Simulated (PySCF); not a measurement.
# C8H4N2Se: the cost of one run

Computed with PySCF 2.14.0 and routines of our own; the level stands in each step. Atoms count from 0.

## (1) The starting structure

15 atoms, charge 0, multiplicity 1; geometry from: GFN2-xTB.

## (2) Optimising the geometry at PBE0-D3(BJ)/def2-SVP

What the job is given:

```
{"job": {"xc": "PBE0", "basis": "def2-SVP", "d3": "d3bj", "grid": 1, "maxiter": 30, "shake": 0.01, "kind": "geom"}, "charge": 0, "multiplicity": 1}
N      4.210280     1.027330     0.932880
C      3.619900     0.179930     0.433790
Se     2.756240    -1.217540    -0.360660
C      1.002200    -0.566120    -0.200090
C      0.658900     0.645010     0.381210
C     -0.660220     1.059080     0.467760
C     -1.659240     0.237790    -0.038710
C     -3.003340     0.659610     0.037300
N     -4.115250     0.992660     0.125720
C     -1.354600    -0.987390    -0.619540
C     -0.043760    -1.388790    -0.697510
H      1.450820     1.283560     0.792150
H     -0.935970     2.010760     0.915690
H     -2.155220    -1.608760    -1.015770
H      0.213920    -2.344500    -1.161460
```

Started as:

```console
$ OMP_NUM_THREADS=1 python heavy_run.py task.json out
```

The driver reads the jobs from task.json and runs them one after another.

**Question.** How long does this first job take on 1 thread of Arm Neoverse V2, shared host, and how much memory does it need?

About 2.9 min, with a peak of 0.9 GiB.
